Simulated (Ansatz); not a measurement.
**CH₃ITe: small, medium and large basis sets**

One table from this session's results is given with a row withheld; the runs are named, their logs left out.

The runs use Ansatz 0.2.0, Gaussian basis; one geometry, several basis sets.

Plan: PBE0-D4/def2-SVP; ωB97M-V/def2-SVP; PBE0-D4/def2-QZVPP; ωB97M-V/def2-QZVPP; the functionals' def2-TZVPP values are taken from earlier runs.

### The relaxed structure

All runs share one geometry, relaxed beforehand with PBE0-D4 in a triple-zeta def2 set. Te, I take the def2 core potential; no spin-orbit term is included.

SMILES `[TeH]CI`, 6 atoms, charge 0, spin multiplicity 1.

Atoms are counted from 1 here; the program's logs count them from 0.

Bond lengths: Te1–C2 2.130 Å, Te1–H4 1.657 Å, C2–I3 2.137 Å, C2–H5 1.085 Å, C2–H6 1.087 Å. Angles: C2–Te1–H4 93.1°, Te1–C2–I3 117.0°, Te1–C2–H5 109.8°, Te1–C2–H6 106.8°, I3–C2–H5 106.6°, I3–C2–H6 106.6°, H5–C2–H6 109.9°.

The first run:

File in.yaml:

```yaml
crystal:
  periodic: [false, false, false]
  atoms:
    - {symbol: Te, position_ang: [-1.407244, -0.981917, -0.059529]}
    - {symbol: C, position_ang: [0.469532, -0.049338, 0.321893]}
    - {symbol: I, position_ang: [0.478858, 2.082343, 0.477482]}
    - {symbol: H, position_ang: [-1.495278, -0.377042, -1.599427]}
    - {symbol: H, position_ang: [1.173504, -0.305546, -0.462517]}
    - {symbol: H, position_ang: [0.822728, -0.432501, 1.275799]}
basis:
  gaussian: {orbitals: def2-SVP}
hamiltonian: {xc: pbe0, dispersion: d4}
output: {orbitals: {seedname: orbitals}}
```

The run is started by

```sh
$ ansatz run in.yaml --threads 2 --pin off --events-out ev --progress --plain --max-ram 4352MiB
```

Steps of the session up to this table: PBE0-D4 in def2-SVP; ωB97M-V in def2-SVP; PBE0-D4 in def2-QZVPP; ωB97M-V in def2-QZVPP.

One table of the session follows, with a row left open; its other results are not shown here.

It belongs to the step «Density functionals: the series». 

| functional | basis | HOMO (eV) | LUMO (eV) |
| --- | --- | --- | --- |
| PBE0-D4 | def2-SVP | -6.31 | -1.45 |
| PBE0-D4 | def2-TZVPP | -6.41 | -1.62 |
| PBE0-D4 | def2-QZVPP | -6.42 | -1.68 |
| ωB97M-V | def2-SVP | ? | ? |
| ωB97M-V | def2-TZVPP | -8.47 | 0.25 |
| ωB97M-V | def2-QZVPP | -8.48 | 0.13 |

Estimate the missing values for ωB97M-V, def2-SVP.

As computed: HOMO (eV): -8.34; LUMO (eV): 0.54. In the column «HOMO (eV)» it lies between ωB97M-V, def2-TZVPP (-8.47) and PBE0-D4, def2-QZVPP (-6.42).
